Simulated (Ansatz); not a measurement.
# C2H3BrF2: one species, many methods

How much do the methods differ for C2H3BrF2? The plan is to run it at one geometry with functionals of several rungs and with coupled cluster. The yardstick is the atomisation energy at the CCSD(T) limit.

Program: Ansatz 0.2.0, Gaussian basis. Level of theory: functionals in def2-TZVPP, the program's frozen cores in correlated methods. These are calculated values, not measurements.

Plan: PBE-D4, r2SCAN-D4, PBE0-D4, B3LYP-D4, ωB97X-V, ωB97M-V, B2PLYP; CCSD(T)/def2-TZVPP; MP2/def2-QZVPP; extrapolation to the limit.

### 1 The geometry

The geometry comes from an earlier relaxation with PBE0-D4 in a triple-zeta def2 set; it is a stationary point, not always the lowest conformer.

SMILES `FC(F)CBr`, 8 atoms, charge 0, spin multiplicity 1.

Atoms are counted from 1 here; the program's logs count them from 0.

Bond lengths: F1–C2 1.351 Å, C2–F3 1.351 Å, C2–C4 1.505 Å, C2–H6 1.098 Å, C4–Br5 1.928 Å, C4–H7 1.088 Å, C4–H8 1.088 Å. Angles: F1–C2–F3 107.9°, F1–C2–C4 111.3°, F1–C2–H6 107.9°, F3–C2–C4 111.3°, F3–C2–H6 107.9°, C4–C2–H6 110.3°, C2–C4–Br5 112.7°, C2–C4–H7 109.5°, C2–C4–H8 109.5°, Br5–C4–H7 107.5°, Br5–C4–H8 107.5°, H7–C4–H8 109.9°.

### 2 PBE-D4 (GGA)

Input file in.yaml:

```yaml
crystal:
  periodic: [false, false, false]
  atoms:
    - {symbol: F, position_ang: [-1.362424, 0.778053, 0.793512]}
    - {symbol: C, position_ang: [-0.078321, 0.369504, 0.694132]}
    - {symbol: F, position_ang: [0.136878, -0.559972, 1.650952]}
    - {symbol: C, position_ang: [0.216575, -0.178137, -0.676024]}
    - {symbol: Br, position_ang: [-0.883239, -1.697149, -1.123535]}
    - {symbol: H, position_ang: [0.568073, 1.230613, 0.907625]}
    - {symbol: H, position_ang: [0.032240, 0.591530, -1.423028]}
    - {symbol: H, position_ang: [1.255116, -0.499944, -0.723533]}
basis:
  gaussian: {orbitals: def2-TZVPP}
hamiltonian: {xc: pbe, dispersion: d4}
output: {forces: true, orbitals: {seedname: orbitals}}
```

After this run come: r2SCAN-D4 (meta-GGA); PBE0-D4 (hybrid); B3LYP-D4 (hybrid); ωB97X-V (range-separated); ωB97M-V (range-separated); B2PLYP (double hybrid); CCSD(T) in def2-TZVPP; MP2 in def2-QZVPP.

Before running them: what should the planned runs give, taken together? Wanted: atomisation energy, CCSD(T)/CBS; farthest; mean size of error, hybrid; mean size of error, range-separated; gap, smallest and largest; T1 diagnostic; triples share of the correlation energy.

As calculated:

| quantity | value |
| --- | --- |
| atomisation energy, CCSD(T)/CBS | 2939.5 kJ/mol |
| functionals within 29.4 kJ/mol (1.0 %) | r2SCAN-D4, PBE0-D4, B3LYP-D4, ωB97X-V, ωB97M-V |
| farthest | PBE-D4 (+99.8 kJ/mol) |
| mean size of error, hybrid | 19.0 kJ/mol |
| mean size of error, range-separated | 0.9 kJ/mol |
| gap, smallest and largest | 5.60 eV (PBE-D4), 12.64 eV (ωB97X-V) |
| T1 diagnostic | 0.0096 |
| triples share of the correlation energy | 3.3 % |

What this shows: PBE-D4 misses by +99.8 kJ/mol. Double hybrids carry the basis error of their MP2 part in triple zeta, and no dispersion term here, so their miss is partly the set-up's. The reference freezes the cores and leaves out relativity and excitations past (T), and its outer-core shells are covered unevenly, so misses under about 29.4 kJ/mol can't be ranked. All levels share the lack of spin-orbit coupling, which lowers the free heavy atoms and so the true binding. Hartree-Fock recovers 70 % of the binding; the rest is correlation. The gap grows from 5.6 to 12.6 eV across the functionals, mostly with the share of exact exchange. Correlated methods include outer-core shells of Br, which these sets cover unevenly.
